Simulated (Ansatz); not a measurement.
# Li3GaC: the cost of one run

Method: DFT PBE, scalar-relativistic, plane waves, PAW, in Ansatz 0.2.0.

## 1. The structure to begin with

It takes space group P4/mbm (No. 127, tetragonal). The conventional cell has a = 6.178 Å, b = 6.178 Å, c = 4.369 Å, α = 90.00°, β = 90.00°, γ = 90.00°. Li (site symmetry m2m) has 2 C at 2.19 Å in its first shell of neighbours. Around Li (site symmetry 4/m) lie 2 C at 2.18 Å. Around Ga (site symmetry mmm) lie 12 Li at 2.97 to 3.21 Å. C (site symmetry 4/m) is surrounded by 6 Li at 2.18 to 2.19 Å.

Coordinates:

```xyz
10
Lattice="6.1784 0.0000 0.0000 0.0000 6.1784 0.0000 0.0000 0.0000 4.3688" Properties=species:S:1:pos:R:3 pbc="T T T"
Li    4.7557    1.6665    0.0000
Li    4.5120    4.7557    0.0000
Li    3.0892    3.0892    2.1844
Li    1.4227    4.5120    0.0000
Li    1.6665    1.4227    0.0000
Li    0.0000    0.0000    2.1844
Ga    0.0000    3.0892    2.1844
Ga    3.0892    0.0000    2.1844
C     3.0892    3.0892    0.0000
C     0.0000    0.0000    0.0000
```

Recipe of the guess: antiperovskite family, tilts a0a0c+ (P4/mbm, No. 127). Its size is a rough estimate.

## 2. A first look at the guess

Input file input.yaml:

```yaml
crystal:
  lattice:
    - [6.17843812, 0.0, 0.0]
    - [0.0, 6.17843812, 0.0]
    - [0.0, 0.0, 4.36881549]
  atoms:
    - { symbol: Li, position: [0.76972377, 0.26972377, 0.0] }
    - { symbol: Li, position: [0.73027623, 0.76972377, 0.0] }
    - { symbol: Li, position: [0.5, 0.5, 0.5] }
    - { symbol: Li, position: [0.23027623, 0.73027623, 0.0] }
    - { symbol: Li, position: [0.26972377, 0.23027623, 0.0] }
    - { symbol: Li, position: [0.0, 0.0, 0.5] }
    - { symbol: Ga, position: [0.0, 0.5, 0.5] }
    - { symbol: Ga, position: [0.5, 0.0, 0.5] }
    - { symbol: C, position: [0.5, 0.5, 0.0] }
    - { symbol: C, position: [0.0, 0.0, 0.0] }
basis:
  ecutwfc: 420
kpoints:
  mp_grid: { grid: [4, 4, 4] }
hamiltonian:
  xc: pbe
scf:
  occupations: { method: gaussian, width: 0.1 }
  lower_state_search: "off"
output:
  forces: true
  stress: true
  eigenvalues: true
```

Started as:

```bash
ansatz run input.yaml --threads 1 --pin off --max-ram 2560MiB --backend cpu --events-out ev --progress --plain --runs-dir out
```

What time and memory should one allow on 1 thread of Intel Xeon at 2.50GHz (Skylake/Cascade Lake), shared host?

About 15 s, with a peak of 0.45 GiB.
